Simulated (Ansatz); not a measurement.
**Zr2SiC2: from a guess to a relaxed structure**

The task: take a trial cell of Zr2SiC2 to zero force and stress.

Program: Ansatz 0.2.0. Level of theory: DFT PBE, scalar-relativistic, plane waves, PAW. These are calculated values, not measurements.

## (1) Starting point

The structure is hexagonal, space group P6/mmm (No. 191). The conventional cell has a = 5.132 Å, b = 5.132 Å, c = 3.819 Å, α = 90.00°, β = 90.00°, γ = 120.00°. Zr (site symmetry -6m2) has 2 C at 1.91 Å as nearest neighbours. Si (site symmetry 6/mmm) is surrounded by 6 C at 2.96 Å. C (site symmetry -6m2) is surrounded by 2 Zr at 1.91 Å.

Coordinates:

```
Zr Si C
1.0
     5.13223    0.00000    0.00000
    -2.56612    4.44464    0.00000
     0.00000    0.00000    3.81940
Zr Si C
2 1 2
Direct
  0.33333 0.66667 0.00000
  0.66667 0.33333 0.00000
  0.00000 0.00000 0.50000
  0.33333 0.66667 0.50000
  0.66667 0.33333 0.50000
```

Recipe of the guess: random cell by space group and Wyckoff sites (P6/mmm, No. 191). The dimensions are guesses.

## (2) The guess as it stands, on a coarse mesh

input.yaml

```yaml
crystal:
  lattice:
    - [5.1322316, 0.0, 0.0]
    - [-2.5661158, 4.44464294, 0.0]
    - [0.0, 0.0, 3.81939991]
  atoms:
    - { symbol: Zr, position: [0.33333333, 0.66666667, 0.0] }
    - { symbol: Zr, position: [0.66666667, 0.33333333, 0.0] }
    - { symbol: Si, position: [0.0, 0.0, 0.5] }
    - { symbol: C, position: [0.33333333, 0.66666667, 0.5] }
    - { symbol: C, position: [0.66666667, 0.33333333, 0.5] }
basis:
  ecutwfc: 420
kpoints:
  mp_grid: { grid: [6, 6, 4] }
hamiltonian:
  xc: pbe
scf:
  occupations: { method: gaussian, width: 0.1 }
  lower_state_search: "off"
output:
  forces: true
  stress: true
  eigenvalues: true
```

On the command line:

```bash
$ ansatz run input.yaml --threads 1 --pin off --max-ram 2560MiB --backend cpu --events-out ev --progress --plain --runs-dir out
```

The program printed:

```text
[... 38 lines left out ...]
SCF 1 converged in 9 iterations: F = -9494.378361 eV  dr2 = 4.23e-9
SCF converged after 9 iterations
Free energy (F): -9494.378361 eV
Harris-Foulkes:  -9494.378361 eV  (|F-HF|=3.15e-9)
Internal energy: -9494.357721 eV  (E = F + TS)
E sigma→0 (E₀):  -9494.368041 eV
Entropy (-TS):   -0.020640 eV (-4.128 meV/atom)
Fermi energy:    9.862851 eV
--- Per-component energies (eV) ---
  E_band       = -230.455592
  E_kinetic    = 888.330653
  E_local      = -2018.469300  (includes V_loc(G=0)·N_el)
  E_nonlocal   = 247.203872
  E_hartree    = 687.246163
  E_xc         = -474.322519
  E_vxc        = -547.026656  (∫ρ·V_xc dr)
  E_paw        = -6617.916151  (= ΣΔE_a)
  E_vpaw       = -174.986949  (= ΣTr[D̂ρ^β])
  E_aug_tail   = 0.000066  (compensation charges beyond the density's cutoff)
  E_ewald      = -2206.430505
  E_smearing   = -0.020640  (= −TS)
  E_closure    = 0.000000  (closes the sum)
  Σ components = -9494.378361   (vs F -9494.378361, Δ=0.00e0)
--- Forces (eV/Å), atoms counted from 1 ---
  atom   1  Zr    -0.00000000     0.00000000     0.00000000
  atom   2  Zr    -0.00000000    -0.00000000     0.00000000
  atom   3  Si     0.00000000     0.00000000     0.00000000
  atom   4  C      0.00000000    -0.00000000     0.00000000
  atom   5  C      0.00000000     0.00000000     0.00000000
  max |Σ_I F_I| component: 5.55e-17 eV/Å
--- Stress (GPa, compression-positive) ---
        3.297238       0.000000       0.000000
       -0.000000       3.297238       0.000000
        0.000000       0.000000      55.883268
  P = ⅓ Tr σ = 20.8259 GPa (208.259 kbar)
--- Band table (eV; the first three rows and the last of 21) ---
  k-point 0: bands = ["-38.3511", "-38.1728", "-16.8428", "-16.8428", "-16.8295", "-16.6516", "-16.1651", "-16.1651", "-1.2983", "0.6488", "3.3261", "7.4700", "7.4700", "7.8457", "7.8457", "9.7690", "10.8321", "10.8321", "10.9382", "11.6299", "11.6299", "12.0434", "12.0434"]
  k-point 1: bands = ["-38.3496", "-38.1718", "-16.9180", "-16.8308", "-16.8308", "-16.7179", "-16.1559", "-16.1559", "-0.2926", "1.7631", "3.9051", "6.5794", "6.5794", "7.3737", "7.3737", "7.8263", "8.9941", "9.8244", "10.5278", "10.5278", "11.1408", "11.1408", "12.7963"]
  k-point 2: bands = ["-38.3481", "-38.1708", "-17.0039", "-16.8187", "-16.8187", "-16.7828", "-16.1466", "-16.1466", "1.2553", "3.9824", "5.3701", "5.6562", "5.8220", "5.8220", "6.2769", "6.3288", "7.1761", "7.1761", "10.3705", "10.3705", "11.2281", "11.2281", "12.8327"]
  k-point 20: bands = ["-38.2602", "-38.2602", "-16.9049", "-16.8936", "-16.8936", "-16.4865", "-16.4865", "-16.0526", "2.6003", "2.6003", "2.7784", "6.0570", "6.0570", "6.9032", "6.9032", "7.1300", "7.3901", "9.0932", "9.7507", "9.7507", "10.5863", "12.0784", "12.0784"]
```

Run time: 2.9 s. Hardware: 1 thread of Arm Neoverse V2, shared host; peak memory 0.35 GiB.

Read-out: pressure 20.8 GPa, largest force 0.00 eV/Å, gap on this mesh none (metal). A cheap, loose relaxation comes first.

## (3) Coarse relaxation

input.yaml, as its differences from that of step 2:

```diff
@@ -24 +24,6 @@
   eigenvalues: true
+relax:
+  adjacent_minimum: "off"
+  f_tol: 0.04
+  max_steps: 70
+  cell: { stress_tol: 0.4 }
```

On the command line:

```bash
$ ansatz run input.yaml --threads 1 --pin off --max-ram 2560MiB --backend cpu --events-out ev --progress --plain --runs-dir out
```

The program printed:

```text
Warning: RAYON_NUM_THREADS=1 ignored (pool sized by the plan → 1); use --threads N
Engine: ansatz 0.2.0, aarch64-unknown-linux-gnu
Pseudopotentials: kind: paw
Pseudopotential: Zr, paw, valence charge 12, recommended cutoff 420 eV (normal), Zr.paw.azcp
Pseudopotential: Si, paw, valence charge 4, recommended cutoff 420 eV (normal), Si.paw.azcp
Pseudopotential: C, paw, valence charge 4, recommended cutoff 420 eV (normal), C.paw.azcp
Functional definition: PBE
  parameter kappa = 0.804
  parameter beta = 0.06672455060314922
  exchange = pbe_x(kappa = kappa, mu = beta*pi^2/3)
  correlation = pbe_c(beta = beta)
Crystal: 5 atoms, lattice volume = 87.124 Å³
Basis set: ecut = 420 eV, 1723 PW (Γ), exchange–correlation on 72×72×54 points (8 copies of the dense FFT grid, shifted against one another)
Bands: 23, of which v1, the nominal top of the filled ones, is band 18 counted from 1 (17 counted from 0)
Symmetry: 24 space group operations
Space group: P6/mmm (ITA 191), of the structure as read, at distance tolerance 4.4e-5 Å
k-points: 21 of 144
Non-local potential: Zr, projectors of the file, l = 0: 3, l = 1: 2, l = 2: 2, l = 3: 2
Non-local potential: Si, projectors of the file, l = 0: 2, l = 1: 2, l = 2: 2
Non-local potential: C, projectors of the file, l = 0: 2, l = 1: 2, l = 2: 1
PAW form: soft (Blöchl's): semilocal exchange-correlation on the pseudo side does not see the compensation charge
PAW one-centre angular grid: Zr, 590 points (default); XC on 64 Gauss nodes
PAW one-centre angular grid: Si, 110 points (default); XC on 64 Gauss nodes
PAW one-centre angular grid: C, 110 points (default); XC on 64 Gauss nodes
Initial density: superposition of atomic densities (neutral atoms: chi_scale 0, normalization atom), corrected by the library's trained network
Initial wavefunctions: pseudopotential atomic-orbital guess
Functional: x = pbe(κ = 0.804, μ = 0.2195149727645171), c = pbe(β = 0.06672455060314922)
SCF iter   1: F=—  HF=-9494.469559 eV  |F-HF|=—  |Δ(HF+E_count)|=         —  Δρ=1.97e-2  dr2=4.62e-1  ethr=1.77e-3  ⟨swp⟩=5.1  Hψ=2128  notcnv=0
preconditioner: auto → Kerker (q_TF=auto, 2.355 Å⁻¹)  [metal: Δε(μ)=0.032 eV  Ē_g=5.186 eV  σ=0.100 eV  W_gap=0.18  n_scr=20 (ndim 8)  ℏωp=17.8 eV  f_vac=0.000  D(μ)=2.66/eV (n_scr^D=20)]
SCF iter   2: F=—  HF=-9494.387389 eV  |F-HF|=—  |Δ(HF+E_count)|=   8.22e-2  Δρ=6.76e-3  dr2=5.60e-2  ethr=1.28e-3  ⟨swp⟩=2.2  Hψ=818  notcnv=0  defer=15
preconditioner: auto → Resta (q_TF=auto, 2.355 Å⁻¹)  ε∞=13.2  [insulator: Δε(μ)=0.097 eV  Ē_g=5.097 eV  σ=0.100 eV  W_gap=0.51  n_scr=20 (ndim 8)  ℏωp=17.8 eV  f_vac=0.000  D(μ)=4.21/eV (n_scr^D=44)  ε∞_Penn≈13.2]
SCF iter   3: F=—  HF=-9494.381172 eV  |F-HF|=—  |Δ(HF+E_count)|=   6.22e-3  Δρ=3.67e-3  dr2=1.50e-2  ethr=1.55e-4  ⟨swp⟩=1.6  Hψ=505  notcnv=0  defer=15
SCF iter   4: F=—  HF=-9494.378526 eV  |F-HF|=—  |Δ(HF+E_count)|=   2.65e-3  Δρ=1.16e-3  dr2=1.66e-3  ethr=4.17e-5  ⟨swp⟩=2.0  Hψ=662  notcnv=0  defer=15
SCF iter   5: F=—  HF=-9494.378562 eV  |F-HF|=—  |Δ(HF+E_count)|=   3.59e-5  Δρ=1.02e-3  dr2=1.31e-3  ethr=4.62e-6  ⟨swp⟩=2.0  Hψ=636  notcnv=0  defer=15
SCF iter   6: F=—  HF=-9494.378407 eV  |F-HF|=—  |Δ(HF+E_count)|=   1.55e-4  Δρ=3.13e-4  dr2=1.25e-4  ethr=3.65e-6  ⟨swp⟩=1.0  Hψ=467  notcnv=0  defer=15
SCF iter   7: F=—  HF=-9494.378388 eV  |F-HF|=—  |Δ(HF+E_count)|=   1.92e-5  Δρ=7.56e-5  dr2=6.70e-6  ethr=3.46e-7  ⟨swp⟩=1.2  Hψ=481  notcnv=0  defer=15
SCF iter   8: F=—  HF=-9494.378361 eV  |F-HF|=—  |Δ(HF+E_count)|=   2.64e-5  Δρ=3.84e-6  dr2=1.16e-8  ethr=2.78e-10  ⟨swp⟩=5.8  Hψ=2188  notcnv=0
SCF iter   9: F=-9494.378361 eV  HF=-9494.378361 eV  |F-HF|=2.92e-9  |Δ(HF+E_count)|=  3.00e-10  Δρ=1.86e-6  dr2=3.97e-9  ethr=3.21e-11  ⟨swp⟩=2.0  Hψ=1552  notcnv=0
SCF 1 converged in 9 iterations: F = -9494.378361 eV  dr2 = 3.97e-9
relax step   1: F+E_penalty+E_count = -9494.37836137 eV  Δ(F+E_penalty+E_count) = +0.000e0 eV  max|allowed force component| = 1.499e-16 eV/Å  Δτ_max = 0.0000 Å  P = +20.826 GPa  Ω = 87.124 Å³  (9 SCF iters, dr2 threshold 1.00e-7 eV, accepted)
Crystal: 5 atoms, lattice volume = 92.773 Å³
Basis set: ecut = 420 eV, 1795 PW (Γ), exchange–correlation on 72×72×54 points (8 copies of the dense FFT grid, shifted against one another)
Initial density: handed on by an earlier stage of this run
Initial wavefunctions: those handed on with the density
SCF iter   1: F=—  HF=-9495.778998 eV  |F-HF|=—  |Δ(HF+E_count)|=         —  Δρ=3.05e-2  dr2=1.75e0  ethr=3.10e-3  ⟨swp⟩=6.1  Hψ=2147  notcnv=0
preconditioner: auto → Kerker (q_TF=auto, 2.330 Å⁻¹)  [metal: Δε(μ)=0.035 eV  Ē_g=4.785 eV  σ=0.100 eV  W_gap=0.19  n_scr=20 (ndim 8)  ℏωp=17.2 eV  f_vac=0.000  D(μ)=7.43/eV (n_scr^D=82)]
SCF iter   2: F=—  HF=-9495.587196 eV  |F-HF|=—  |Δ(HF+E_count)|=   1.92e-1  Δρ=1.24e-2  dr2=2.96e-1  ethr=3.10e-3  ⟨swp⟩=1.2  Hψ=655  notcnv=0  defer=6
SCF iter   3: F=—  HF=-9495.538788 eV  |F-HF|=—  |Δ(HF+E_count)|=   4.84e-2  Δρ=2.32e-3  dr2=1.02e-2  ethr=8.23e-4  ⟨swp⟩=2.0  Hψ=633  notcnv=0  defer=13
SCF iter   4: F=—  HF=-9495.537223 eV  |F-HF|=—  |Δ(HF+E_count)|=   1.56e-3  Δρ=6.66e-4  dr2=4.67e-4  ethr=2.82e-5  ⟨swp⟩=2.0  Hψ=623  notcnv=0  defer=13
SCF iter   5: F=—  HF=-9495.537140 eV  |F-HF|=—  |Δ(HF+E_count)|=   8.32e-5  Δρ=1.00e-4  dr2=9.41e-6  ethr=1.30e-6  ⟨swp⟩=2.0  Hψ=607  notcnv=0  defer=15
SCF iter   6: F=—  HF=-9495.537140 eV  |F-HF|=—  |Δ(HF+E_count)|=   3.74e-7  Δρ=3.72e-5  dr2=1.89e-6  ethr=1.39e-9  ⟨swp⟩=7.8  Hψ=2378  notcnv=0
SCF iter   7: F=-9495.537140 eV  HF=-9495.537140 eV  |F-HF|=2.58e-8  |Δ(HF+E_count)|=   1.38e-7  Δρ=7.66e-6  dr2=5.77e-8  ethr=1.39e-9  ⟨swp⟩=4.3  Hψ=1616  notcnv=0
SCF 2 converged in 7 iterations: F = -9495.537140 eV  dr2 = 5.77e-8
relax step   2: F+E_penalty+E_count = -9495.53714019 eV  Δ(F+E_penalty+E_count) = -1.159e0 eV  max|allowed force component| = 7.401e-17 eV/Å  Δτ_max = 0.0000 Å  P = +9.503 GPa  Ω = 92.773 Å³  energy of the carried Pulay correction = -5.754e-3 eV  (7 SCF iters, dr2 threshold 5.00e-7 eV, accepted)
Crystal: 5 atoms, lattice volume = 94.485 Å³
Basis set: ecut = 420 eV, 1845 PW (Γ), exchange–correlation on 72×72×54 points (8 copies of the dense FFT grid, shifted against one another)
SCF iter   1: F=—  HF=-9496.454619 eV  |F-HF|=—  |Δ(HF+E_count)|=         —  Δρ=3.35e-2  dr2=2.43e0  ethr=3.10e-3  ⟨swp⟩=7.0  Hψ=2301  notcnv=0
preconditioner: auto → Kerker (q_TF=auto, 2.323 Å⁻¹)  [metal: Δε(μ)=0.039 eV  Ē_g=4.723 eV  σ=0.100 eV  W_gap=0.21  n_scr=20 (ndim 8)  ℏωp=17.1 eV  f_vac=0.000  D(μ)=4.32/eV (n_scr^D=32)]
SCF iter   2: F=—  HF=-9496.146422 eV  |F-HF|=—  |Δ(HF+E_count)|=   3.08e-1  Δρ=8.85e-3  dr2=1.89e-1  ethr=3.10e-3  ⟨swp⟩=2.0  Hψ=732  notcnv=0  defer=7
SCF iter   3: F=—  HF=-9496.118291 eV  |F-HF|=—  |Δ(HF+E_count)|=   2.81e-2  Δρ=2.13e-3  dr2=3.55e-3  ethr=5.24e-4  ⟨swp⟩=2.0  Hψ=632  notcnv=0  defer=9
SCF iter   4: F=—  HF=-9496.117786 eV  |F-HF|=—  |Δ(HF+E_count)|=   5.04e-4  Δρ=5.19e-4  dr2=6.12e-4  ethr=9.86e-6  ⟨swp⟩=2.2  Hψ=633  notcnv=0  defer=9
SCF iter   5: F=—  HF=-9496.117689 eV  |F-HF|=—  |Δ(HF+E_count)|=   9.72e-5  Δρ=1.78e-4  dr2=4.49e-5  ethr=1.70e-6  ⟨swp⟩=1.6  Hψ=523  notcnv=0  defer=9
SCF iter   6: F=—  HF=-9496.117611 eV  |F-HF|=—  |Δ(HF+E_count)|=   7.82e-5  Δρ=5.32e-5  dr2=2.24e-6  ethr=1.25e-7  ⟨swp⟩=2.0  Hψ=663  notcnv=0  defer=10
SCF iter   7: F=—  HF=-9496.117611 eV  |F-HF|=—  |Δ(HF+E_count)|=   2.99e-7  Δρ=2.86e-5  dr2=1.24e-6  ethr=1.39e-9  ⟨swp⟩=6.8  Hψ=2063  notcnv=0
SCF iter   8: F=-9496.117611 eV  HF=-9496.117611 eV  |F-HF|=5.85e-8  |Δ(HF+E_count)|=   1.07e-7  Δρ=7.93e-6  dr2=8.83e-8  ethr=1.39e-9  ⟨swp⟩=2.8  Hψ=1496  notcnv=0
SCF 3 converged in 8 iterations: F = -9496.117611 eV  dr2 = 8.83e-8
relax step   3: F+E_penalty+E_count = -9496.11761080 eV  Δ(F+E_penalty+E_count) = -5.805e-1 eV  max|allowed force component| = 5.551e-17 eV/Å  Δτ_max = 0.0000 Å  P = +1.572 GPa  Ω = 94.485 Å³  energy of the carried Pulay correction = -8.352e-3 eV  (8 SCF iters, dr2 threshold 5.00e-7 eV, accepted)
[... 10 lines left out ...]
relax step   4: F+E_penalty+E_count = -9496.45058502 eV  Δ(F+E_penalty+E_count) = -3.330e-1 eV  max|allowed force component| = 1.628e-16 eV/Å  Δτ_max = 0.0000 Å  P = -0.109 GPa  Ω = 88.718 Å³  energy of the carried Pulay correction = -4.895e-3 eV  (6 SCF iters, dr2 threshold 5.00e-7 eV, accepted)
[... 12 lines left out ...]
relax step   5: F+E_penalty+E_count = -9496.54770344 eV  Δ(F+E_penalty+E_count) = -9.712e-2 eV  max|allowed force component| = 4.718e-16 eV/Å  Δτ_max = 0.0000 Å  P = -1.241 GPa  Ω = 82.417 Å³  energy of the carried Pulay correction = -5.171e-4 eV  (8 SCF iters, dr2 threshold 5.00e-7 eV, accepted)
[... 10 lines left out ...]
relax step   6: F+E_penalty+E_count = -9496.56906770 eV  Δ(F+E_penalty+E_count) = -2.136e-2 eV  max|allowed force component| = 1.499e-16 eV/Å  Δτ_max = 0.0000 Å  P = -0.514 GPa  Ω = 83.524 Å³  energy of the carried Pulay correction = -1.170e-3 eV  (6 SCF iters, dr2 threshold 5.00e-7 eV, accepted)
[... 11 lines left out ...]
relax step   7: F+E_penalty+E_count = -9496.57073563 eV  Δ(F+E_penalty+E_count) = -1.668e-3 eV  max|allowed force component| = 1.480e-16 eV/Å  Δτ_max = 0.0000 Å  P = -0.032 GPa  Ω = 83.602 Å³  energy of the carried Pulay correction = -1.125e-3 eV  (6 SCF iters, dr2 threshold 5.00e-7 eV, accepted)
[... 12 lines left out ...]
relax step   8: F+E_penalty+E_count = -9496.60380347 eV  Δ(F+E_penalty+E_count) = -3.307e-2 eV  max|allowed force component| = 1.536e-16 eV/Å  Δτ_max = 0.0000 Å  P = +0.242 GPa  Ω = 83.602 Å³  stress off target by 7.81e-1 GPa  SCF on the basis re-selected at this cell (its energy is not comparable with the rows above)  (6 SCF iters)
[... 13 lines left out ...]
relax step   9: F+E_penalty+E_count = -9496.60427370 eV  Δ(F+E_penalty+E_count) = -4.702e-4 eV  max|allowed force component| = 2.979e-16 eV/Å  Δτ_max = 0.0000 Å  P = +0.001 GPa  Ω = 83.530 Å³  energy of the carried Pulay correction = +2.846e-5 eV  (6 SCF iters, dr2 threshold 5.00e-7 eV, accepted)
iter 1 solved again at ethr=4.91e-8 eV; its pass at ethr=3.10e-3 eV (dr2=1.77e-5 eV) is discarded
SCF iter   1: F=—  HF=-9496.604116 eV  |F-HF|=—  |Δ(HF+E_count)|=         —  Δρ=8.18e-6  dr2=2.06e-8  ethr=4.91e-8  ⟨swp⟩=3.1  Hψ=3521  notcnv=0
preconditioner: auto → Kerker (q_TF=auto, 2.371 Å⁻¹)  [metal: Δε(μ)=0.014 eV  Ē_g=5.233 eV  σ=0.100 eV  W_gap=0.08  n_scr=20 (ndim 8)  ℏωp=18.2 eV  f_vac=0.000  D(μ)=5.91/eV (n_scr^D=70)]
SCF iter   2: F=—  HF=-9496.604227 eV  |F-HF|=—  |Δ(HF+E_count)|=   1.11e-4  Δρ=4.27e-6  dr2=2.05e-9  ethr=8.89e-12  ⟨swp⟩=4.5  Hψ=2510  notcnv=0
iter 3 did not close the SCF: its close was put off for the readings that it lacked (scf_convergence_deferred on its scf_iter line)
SCF iter   3: F=-9496.604227 eV  HF=-9496.604227 eV  |F-HF|=2.28e-9  |Δ(HF+E_count)|=   8.55e-9  Δρ=2.02e-6  dr2=5.78e-10  ethr=5.70e-12  ⟨swp⟩=2.7  Hψ=673  notcnv=0
iter 4 did not close the SCF: its close was put off for the readings that it lacked (scf_convergence_deferred on its scf_iter line)
SCF iter   4: F=-9496.604227 eV  HF=-9496.604227 eV  |F-HF|=1.46e-11  |Δ(HF+E_count)|=   2.40e-9  Δρ=1.61e-7  dr2=3.14e-11  ethr=1.60e-12  ⟨swp⟩=2.0  Hψ=686  notcnv=0
iter 5 did not close the SCF: its close was put off for the readings that it lacked (scf_convergence_deferred on its scf_iter line)
SCF iter   5: F=-9496.604227 eV  HF=-9496.604227 eV  |F-HF|=1.82e-12  |Δ(HF+E_count)|=  1.82e-12  Δρ=4.50e-8  dr2=2.28e-12  ethr=1.00e-12  ⟨swp⟩=1.0  Hψ=483  notcnv=0
iter 6 did not close the SCF: its close was put off for the readings that it lacked (scf_convergence_deferred on its scf_iter line)
SCF iter   6: F=-9496.604227 eV  HF=-9496.604227 eV  |F-HF|=5.46e-12  |Δ(HF+E_count)|=  1.82e-12  Δρ=1.13e-8  dr2=7.54e-14  ethr=1.00e-12  ⟨swp⟩=1.0  Hψ=483  notcnv=0
SCF iter   7: F=-9496.604227 eV  HF=-9496.604227 eV  |F-HF|=1.82e-12  |Δ(HF+E_count)|=  5.46e-12  Δρ=4.74e-9  dr2=1.18e-14  ethr=1.00e-12  ⟨swp⟩=1.0  Hψ=1050  notcnv=0
SCF 10 converged in 7 iterations: F = -9496.604227 eV  dr2 = 1.18e-14
relax step  10: F+E_penalty+E_count = -9496.60422717 eV  Δ(F+E_penalty+E_count) = +4.653e-5 eV  max|allowed force component| = 3.164e-16 eV/Å  Δτ_max = 0.0000 Å  P = +0.000 GPa  Ω = 83.530 Å³  stress off target by 4.89e-3 GPa  SCF on the basis re-selected at this cell (its energy is not comparable with the rows above)  (7 SCF iters)
basis re-selected at this cell: Δ(F+E_penalty+E_count) = +4.653e-5 eV, ΔP = -0.001 GPa vs the last step (what re-selecting the basis moved, of the pressure what is left beyond the Pulay correction that the steps carried, after the strain that the cell walked since its last selection, with what the two solves' SCF thresholds leave and, on support functions, any second-order correction that the steps lacked; it is no measure of the basis error at this ecutwfc). This SCF's stress stands 4.89e-3 GPa from its target on what of the cell is left free (relax.cell.stress_tol is 4.00e-1 GPa) and its largest allowed force component is 3.16e-16 eV/Å (relax.f_tol is 4.00e-2 eV/Å): within both
SCF converged after 7 iterations
Free energy (F): -9496.604227 eV
Harris-Foulkes:  -9496.604227 eV  (|F-HF|=1.82e-12)
Internal energy: -9496.574667 eV  (E = F + TS)
E sigma→0 (E₀):  -9496.589447 eV
Entropy (-TS):   -0.029560 eV (-5.912 meV/atom)
Fermi energy:    10.538866 eV
--- Per-component energies (eV) ---
  E_band       = -207.792271
  E_kinetic    = 869.103176
  E_local      = -1811.157390  (includes V_loc(G=0)·N_el)
  E_nonlocal   = 243.828639
  E_hartree    = 602.812573
  E_xc         = -470.101741
  E_vxc        = -541.742413  (∫ρ·V_xc dr)
  E_paw        = -6616.602525  (= ΣΔE_a)
  E_vpaw       = -173.449487  (= ΣTr[D̂ρ^β])
  E_aug_tail   = 0.000059  (compensation charges beyond the density's cutoff)
  E_ewald      = -2314.457458
  E_smearing   = -0.029560  (= −TS)
  E_closure    = 0.000000  (closes the sum)
  Σ components = -9496.604227   (vs F -9496.604227, Δ=0.00e0)
--- Forces (eV/Å), atoms counted from 1 ---
  atom   1  Zr     0.00000000     0.00000000    -0.00000000
  atom   2  Zr    -0.00000000    -0.00000000     0.00000000
  atom   3  Si    -0.00000000     0.00000000     0.00000000
  atom   4  C     -0.00000000    -0.00000000     0.00000000
  atom   5  C     -0.00000000     0.00000000    -0.00000000
  max |Σ_I F_I| component: 5.55e-17 eV/Å
--- Stress (GPa, compression-positive) ---
       -0.002298      -0.000000       0.000000
       -0.000000      -0.002298      -0.000000
        0.000000      -0.000000       0.004890
  P = ⅓ Tr σ = 0.0001 GPa (0.001 kbar)
--- Band table (eV; the first three rows and the last of 21) ---
  k-point 0: bands = ["-37.9008", "-37.4230", "-16.6355", "-16.6355", "-15.9261", "-15.4930", "-15.2381", "-15.2381", "-1.2915", "2.4601", "5.2057", "8.1770", "8.1770", "8.2794", "8.2794", "8.7427", "9.9606", "10.8173", "10.8173", "11.7274", "12.4139", "12.4139", "12.4755"]
  k-point 1: bands = ["-37.9005", "-37.4229", "-16.6335", "-16.6335", "-15.9534", "-15.5069", "-15.2368", "-15.2368", "-0.8262", "2.9884", "5.6097", "6.9533", "7.4381", "7.4381", "8.2747", "8.2747", "9.1589", "9.8949", "11.4589", "11.4589", "11.9167", "11.9167", "12.8827"]
  k-point 2: bands = ["-37.9002", "-37.4227", "-16.6316", "-16.6316", "-15.9804", "-15.5208", "-15.2355", "-15.2355", "-0.2436", "3.7236", "5.6046", "6.4240", "6.9681", "6.9681", "7.7194", "8.2626", "8.2626", "8.2815", "11.0287", "11.0287", "12.2004", "12.2004", "14.1904"]
  k-point 20: bands = ["-37.6664", "-37.6664", "-16.8201", "-15.9387", "-15.9387", "-15.7525", "-15.7525", "-15.0078", "1.5563", "1.5563", "2.8013", "7.2719", "7.2719", "7.4402", "8.3362", "8.3362", "9.2963", "10.6174", "10.6174", "11.2344", "11.9806", "13.2603", "13.2603"]
--- Relaxed structure (8 steps of the walk, 8 accepted, 2 SCFs on fresh bases) ---
  F+E_penalty+E_count = -9496.60422717 eV   max|allowed force component| = 3.164e-16 eV/Å   (the final SCF, on the basis selected at the relaxed cell)
  cell:  # Å, volume = 83.5298 Å³
    - [4.663839025901368, -1.486424038843792e-33, 0.0]
    - [-2.331919512950684, 4.039003075591856, 0.0]
    - [0.0, 0.0, 4.434284460492364]
  atoms:
    - { symbol: Zr, position: [0.33333333333333326, 0.6666666666666665, 0.0] }
    - { symbol: Zr, position: [0.6666666666666666, 0.33333333333333326, 0.0] }
    - { symbol: Si, position: [5.054022104764317e-34, 1.7522170654657087e-34, 0.5] }
    - { symbol: C, position: [0.33333333333333326, 0.6666666666666665, 0.5] }
    - { symbol: C, position: [0.6666666666666666, 0.33333333333333326, 0.5] }
```

Wall time 26 s (1 thread of Arm Neoverse V2, shared host); peak memory 0.36 GiB.

The steps of the relaxation:

```
step  E - E(step 1) (eV/cell)  largest force component (eV/Å)  pressure (GPa)  volume (Å³)
   1                   0.0000                          0.0000           20.83        87.12
   2                  -1.1588                          0.0000            9.50        92.77
   3                  -1.7393                          0.0000            1.57        94.49
   4                  -2.0722                          0.0000           -0.11        88.72
   5                  -2.1693                          0.0000           -1.24        82.42
   6                  -2.1907                          0.0000           -0.51        83.52
   7                  -2.1924                          0.0000           -0.03        83.60
   8                  -2.2254                          0.0000            0.24        83.60
   9                  -2.2259                          0.0000            0.00        83.53
  10                  -2.2259                          0.0000            0.00        83.53
```

Step 1 is the start. Steps 8, 10 each repeat the geometry before them on a plane-wave basis chosen anew, so the energy can jump there without any move.

|  | before | after | change |
| --- | --- | --- | --- |
| a (Å) | 5.132 | 4.664 | -9.1 % |
| b (Å) | 5.132 | 4.664 | -9.1 % |
| c (Å) | 3.819 | 4.434 | +16.1 % |
| volume (Å³/atom) | 17.42 | 16.71 | -4.1 % |
| shortest distance (Å) | 1.910 | 2.217 | +16.1 % |
| space group (0.01 Å) | P6/mmm | P6/mmm | same |

The run keeps the 24 symmetry operations of the start, so it could not have lowered the symmetry.

(Part 1 of 2 ends here.)
